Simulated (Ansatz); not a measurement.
# C2H8Sn: one species, many methods

Aim: compute C2H8Sn with functionals from several rungs and with coupled cluster, and see how far each lands from CCSD(T) at the basis-set limit for the atomisation energy.

Method: functionals in def2-TZVPP, the program's frozen cores in correlated methods; program: Ansatz 0.2.0, Gaussian basis.

Plan: LDA (SPW92), PBE-D4, revPBE-D4, BLYP-D4, r2SCAN-D4, B97M-V, PBE0-D4, B3LYP-D4, r2SCANh-D4, r2SCAN0-D4, HSE06-D4, BHLYP-D4, CAM-B3LYP-D4, LC-ωPBE, ωB97X-V, ωB97M-V, B2PLYP, PBE-QIDH; CCSD(T)/def2-SVP; CCSD(T)/def2-TZVPP; MP2/def2-QZVPP; extrapolation to the limit; RPA on PBE.

### Step 1. The relaxed structure

An earlier PBE0-D4 in a triple-zeta def2 set relaxation fixed the geometry. Sn takes the def2 core potential; no spin-orbit term is included.

SMILES `C[CH2][SnH3]`, 11 atoms, charge 0, spin multiplicity 1.

Atoms are counted from 1 here; the program's logs count them from 0.

Bond lengths: C1–C2 1.522 Å, C1–H4 1.093 Å, C1–H5 1.093 Å, C1–H6 1.094 Å, C2–Sn3 2.150 Å, C2–H7 1.093 Å, C2–H8 1.093 Å, Sn3–H9 1.711 Å, Sn3–H10 1.711 Å, Sn3–H11 1.710 Å. Angles: C2–C1–H4 111.7°, C2–C1–H5 111.7°, C2–C1–H6 111.4°, H4–C1–H5 107.3°, H4–C1–H6 107.2°, H5–C1–H6 107.2°, C1–C2–Sn3 113.2°, C1–C2–H7 111.1°, C1–C2–H8 111.1°, Sn3–C2–H7 107.2°, Sn3–C2–H8 107.2°, H7–C2–H8 106.8°, C2–Sn3–H9 109.7°, C2–Sn3–H10 109.7°, C2–Sn3–H11 111.1°, H9–Sn3–H10 108.5°, H9–Sn3–H11 108.9°, H10–Sn3–H11 108.9°.

### Step 2. LDA

This LDA is Slater exchange with PW92 correlation.

The input, in.yaml:

```yaml
crystal:
  periodic: [false, false, false]
  atoms:
    - {symbol: C, position_ang: [-1.069783, 1.024463, -0.248936]}
    - {symbol: C, position_ang: [-0.569471, -0.405192, -0.394084]}
    - {symbol: Sn, position_ang: [1.369053, -0.715758, 0.483289]}
    - {symbol: H, position_ang: [-1.157422, 1.317680, 0.800556]}
    - {symbol: H, position_ang: [-0.397160, 1.739176, -0.730446]}
    - {symbol: H, position_ang: [-2.056849, 1.150118, -0.704498]}
    - {symbol: H, position_ang: [-1.255844, -1.111620, 0.079180]}
    - {symbol: H, position_ang: [-0.498184, -0.691609, -1.446231]}
    - {symbol: H, position_ang: [1.311151, -0.345802, 2.153066]}
    - {symbol: H, position_ang: [2.510788, 0.318135, -0.262284]}
    - {symbol: H, position_ang: [1.879117, -2.336593, 0.291090]}
basis:
  gaussian: {orbitals: def2-TZVPP}
hamiltonian: {xc: lda}
output: {orbitals: {seedname: orbitals}}
```

The run is started by

```
$ ansatz run in.yaml --threads 4 --pin off --events-out ev --progress --plain --max-ram 10444MiB
```

The runs that follow: PBE-D4 (GGA); revPBE-D4 (GGA); BLYP-D4 (GGA); r2SCAN-D4 (meta-GGA); B97M-V (meta-GGA); PBE0-D4 (hybrid); B3LYP-D4 (hybrid); r2SCANh-D4 (hybrid); r2SCAN0-D4 (hybrid); HSE06-D4 (hybrid); BHLYP-D4 (hybrid); CAM-B3LYP-D4 (range-separated); LC-ωPBE (range-separated); ωB97X-V (range-separated); ωB97M-V (range-separated); B2PLYP (double hybrid); PBE-QIDH (double hybrid); CCSD(T) in def2-SVP; CCSD(T) in def2-TZVPP; MP2 in def2-QZVPP; RPA on PBE orbitals.

Q: Predict the results of all the runs planned. Wanted: atomisation energy, CCSD(T)/CBS; farthest beyond LDA; mean size of error, GGA; mean size of error, meta-GGA; mean size of error, hybrid; mean size of error, range-separated; mean size of error, double hybrid; gap, smallest and largest; T1 diagnostic.

**Answer**, as computed:

| quantity | value |
| --- | --- |
| atomisation energy, CCSD(T)/CBS | 3585.8 kJ/mol |
| functionals within 35.9 kJ/mol (1.0 %) | PBE-D4, r2SCAN-D4, B97M-V, PBE0-D4, B3LYP-D4, r2SCANh-D4, HSE06-D4, CAM-B3LYP-D4, ωB97X-V, ωB97M-V |
| farthest beyond LDA | BHLYP-D4 (-75.7 kJ/mol) |
| mean size of error, GGA | 42.5 kJ/mol |
| mean size of error, meta-GGA | 19.6 kJ/mol |
| mean size of error, hybrid | 37.0 kJ/mol |
| mean size of error, range-separated | 12.8 kJ/mol |
| mean size of error, double hybrid | 51.0 kJ/mol |
| gap, smallest and largest | 6.21 eV (BLYP-D4), 12.63 eV (LC-ωPBE) |
| T1 diagnostic | 0.0115 |
| triples share of the correlation energy | 3.1 % |

**Reading.** The LDA atomisation energy is off by 421.9 kJ/mol (12 %): it overbinds. PBE-D4 is off by -4.4 kJ/mol. Double hybrids carry the basis error of their MP2 part in triple zeta, and no dispersion term here, so their miss is partly the set-up's. The rungs range-separated, meta-GGA miss on average by less than the doubt on the reference (35.9 kJ/mol), so they tie. The reference freezes the cores and leaves out spin-orbit coupling and excitations past (T), and its outer-core shells are covered unevenly, so misses under about 35.9 kJ/mol can't be ranked. All levels share the lack of spin-orbit coupling, which lowers the free heavy atoms and so the true binding. Hartree-Fock recovers 75 % of the binding; the rest is correlation. CCSD(T) in def2-SVP is off by -179.7 kJ/mol, which most functionals beat. Orbital gaps span 6.2 to 12.6 eV; exact exchange widens them. Correlated methods include outer-core shells of Sn, which these sets cover unevenly.
